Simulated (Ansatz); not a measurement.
This script makes vertical energies of changing the electron count of FGeH₃OSi, SMILES F[SiH]1[O][GeH2]1 with Ansatz's Python interface.

`fgeh3osi.py`:
```python
"""Removing and adding an electron on FGeH3OSi at fixed geometry."""

import logging
import sys

import ansatz as az

logging.basicConfig(stream=sys.stdout, format="%(name)s: %(message)s")
logger = logging.getLogger("ansatz_job")
logger.setLevel(logging.INFO)


def single_point(molecule, charge=0, unpaired=0):
    calc = (
        molecule.calculation()
        .basis(gaussian="def2-SVPD")
        .functional("r2scan")
    )
    if charge:
        calc = calc.charge(charge)
    if unpaired:
        calc = calc.spin("collinear", total=unpaired)
    return calc.run().report["free_energy_ev"]

molecule = (
    az.Crystal.molecule()
    .atom("F", [-2.1612, 0.7684, 0.4251])
    .atom("Si", [-0.7003, 0.8445, -0.331])
    .atom("O", [0.496, 0.6136, 0.8179])
    .atom("Ge", [0.6917, -0.9991, 0.0455])
    .atom("H", [-0.3167, 1.9062, -1.2875])
    .atom("H", [1.9437, -1.1161, -0.7451])
    .atom("H", [0.1081, -2.0855, 1.0294])
)

# delta-SCF style differences, no relaxation
parent = single_point(molecule, 0, 0)
cation = single_point(molecule, 1, 1)
logger.info(f"E(N)   = {parent:.5f} eV")
logger.info(f"E(N-1) = {cation:.5f} eV  (1 unpaired)")
logger.info(f"vertical ionisation energy {cation - parent:.3f} eV")
anion = single_point(molecule, -1, 1)
logger.info(f"E(N+1) = {anion:.5f} eV  (1 unpaired)")
logger.info(f"vertical electron affinity {parent - anion:.3f} eV" + ("" if anion < parent else " (unbound in this basis)"))
logger.info(f"fundamental gap IP - EA = {cation + anion - 2 * parent:.3f} eV")
```

What does it cost to change the electron count at this fixed geometry?

At this unrelaxed geometry removing an electron costs 8.63 eV and an added one is unbound in this basis (by 0.32 eV).

What the script printed:

```console
$ python fgeh3osi.py
ansatz_job: E(N)   = -69193.91415 eV
ansatz_job: E(N-1) = -69185.28343 eV  (1 unpaired)
ansatz_job: vertical ionisation energy 8.631 eV
ansatz_job: E(N+1) = -69193.59102 eV  (1 unpaired)
ansatz_job: vertical electron affinity -0.323 eV (unbound in this basis)
ansatz_job: fundamental gap IP - EA = 8.954 eV
```

Total energies depend on the basis set; only differences at equal settings carry meaning. The geometry is a force-field or estimated start, not a minimum of this method, and the basis set is short of its limit. All parts are taken at fixed geometry, without zero-point energy. At an unrelaxed start these energies can be a whole eV from those at the minimum, and a small affinity can change sign. A negative electron affinity means that the anion is unbound here; its size hangs on the basis and tends to about zero as the basis grows, and so does its part in any gap built on it. Run time: 31 s on 1 thread of Intel(R) Xeon(R) Processor @ 2.30GHz, with other jobs on the host, peak memory 0.47 GiB.
